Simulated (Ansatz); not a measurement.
# CdAg: how the settings move a relaxation

Question: which choices in the input matter for CdAg?

Computed with Ansatz 0.2.0 (reference: DFT, PBEsol, PAW with Ansatz's default frozen-core files, scalar-relativistic; relaxation of cell and atoms, unless a step's input says otherwise).

**1. The system as given**

It takes space group Pm-3m (No. 221, cubic). Conventional cell: a = 3.310 Å, b = 3.310 Å, c = 3.310 Å, α = 90.00°, β = 90.00°, γ = 90.00°. Cd (site symmetry m-3m) has 8 Ag at 2.87 Å as nearest neighbours. Ag (site symmetry m-3m) has 8 Cd at 2.87 Å as nearest neighbours.

Structure file:

```cif
data_structure
_symmetry_space_group_name_H-M 'Pm-3m'
_symmetry_Int_Tables_number 221
_cell_length_a 3.3097
_cell_length_b 3.3097
_cell_length_c 3.3097
_cell_angle_alpha 90.000
_cell_angle_beta 90.000
_cell_angle_gamma 90.000
_cell_volume 36.26
loop_
_atom_site_label
_atom_site_type_symbol
_atom_site_symmetry_multiplicity
_atom_site_Wyckoff_symbol
_atom_site_fract_x
_atom_site_fract_y
_atom_site_fract_z
_atom_site_occupancy
Cd1 Cd 1 b 0.50000 0.50000 0.50000 1
Ag1 Ag 1 a 0.00000 0.00000 0.00000 1
```

**2. The reference run**

Contents of input.yaml:

```yaml
crystal:
  lattice:
    - [3.30972736792, 0.0, 0.0]
    - [0.0, 3.30972736792, 0.0]
    - [0.0, 0.0, 3.30972736792]
  atoms:
    - { symbol: Cd, position: [0.5, 0.5, 0.5] }
    - { symbol: Ag, position: [0.0, 0.0, 0.0] }
kpoints:
  mp_grid: { grid: [12, 12, 12] }
scf:
  occupations: { method: fermi_dirac, width: 0.1 }
hamiltonian:
  xc: pbesol
  pseudopotentials: { kind: paw }
relax:
  f_tol: 0.002
  max_steps: 80
  cell: { p_target: 20 }
output:
  forces: true
  stress: true
```

The run is started by

```bash
ansatz run input.yaml --threads 1 --pin off --max-ram 2560MiB --backend cpu --events-out ev --progress --plain --runs-dir out
```

**3. Variant: accuracy high**

Edit input.yaml of step 2 so:

```diff
@@ -22 +22,6 @@
   stress: true
+  write_density: true
+  write_potential: true
+  elf: true
+  volumetric_format: npy
+accuracy: high
```

**4. Variant: lower_state_search standard**

Edit input.yaml of step 2 so:

```diff
@@ -12,2 +12,3 @@
   occupations: { method: fermi_dirac, width: 0.1 }
+  lower_state_search: standard
 hamiltonian:
```

Before running it: what results should come out? Wanted: for each run, ending; energy change; pressure; gap; force.

The runs gave:

| run | ending | energy change | pressure (GPa) | gap (eV) | force (eV/Å) | cycles | time |
| --- | --- | --- | --- | --- | --- | --- | --- |
| reference | converged | 0 | 20.0 | 0.00 | 0.00 | 28 | 19 s |
| 1: accuracy high | converged | 0.0 meV/atom | 20.0 | 0.00 | 0.00 | 28 | 19 s |
| 2: lower_state_search standard | converged | 0.0 meV/atom | 20.0 | 0.00 | 0.00 | 34 | 18 s |

Times don't compare one to one where runs were asked for different outputs or read a saved state (see the inputs); cycles may leave out searches for a lower state.

**Reading.** Of the converged runs whose energies compare with the reference's, none moves it noticeably.
